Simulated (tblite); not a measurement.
# C6H9GaN2: the cost of one run

The runs use tblite 0.8.0 and PySCF 2.14.0, with density-fitted response routines of our own; the level of theory stands in each step. All values are computed, except where a source is named. Atoms are numbered from 0 throughout.

**1. The molecule as given**

18 atoms, charge 0, multiplicity 1; geometry from: force field or distance geometry start.

Bonds of the start (Å): C0–N1 1.29, N1–Ga2 1.89, Ga2–N3 1.90, N3–C4 1.35, C4–C5 1.39, C5–C6 1.37, C6–C7 1.40, C7–C8 1.38, C8–N3 1.37, C0–H9 1.08, C0–H10 1.10, Ga2–H11 1.61, Ga2–H12 1.62, C4–H13 1.10, C5–H14 1.10, C6–H15 1.08, C7–H16 1.09, C8–H17 1.08.

**2. Relaxing the molecule with GFN2-xTB**

Job settings and geometry (Å):

```
{"job": {"kind": "relax", "xc": "GFN2-xTB", "basis": "xTB"}, "charge": 0, "multiplicity": 1}
C      3.742100     0.309800    -0.426000
N      2.697500     0.136200     0.303800
Ga     1.412800    -1.116500    -0.283300
N     -0.293200    -0.274300    -0.270500
C     -0.491300     1.021100    -0.575400
C     -1.762100     1.589700    -0.552900
C     -2.854200     0.839100    -0.191700
C     -2.618600    -0.500800     0.142400
C     -1.352600    -1.056200     0.101200
H      3.895200    -0.204100    -1.359800
H      4.526400     1.019700    -0.140100
H      1.360100    -2.343800     0.759600
H      1.771000    -1.682900    -1.755400
H      0.392300     1.600800    -0.868800
H     -1.908400     2.651800    -0.808800
H     -3.837700     1.274200    -0.149900
H     -3.442300    -1.155700     0.435900
H     -1.245700    -2.101800     0.363300
```

The run is started by

```bash
> OMP_NUM_THREADS=1 python probes_run.py task.json out
```

The driver reads the jobs from task.json and runs them one after another.

**Question.** How long does this first job take on 1 thread of Arm Neoverse N1, shared host, and how much memory does it need?

About 2.8 s, with a peak of 0.18 GiB.
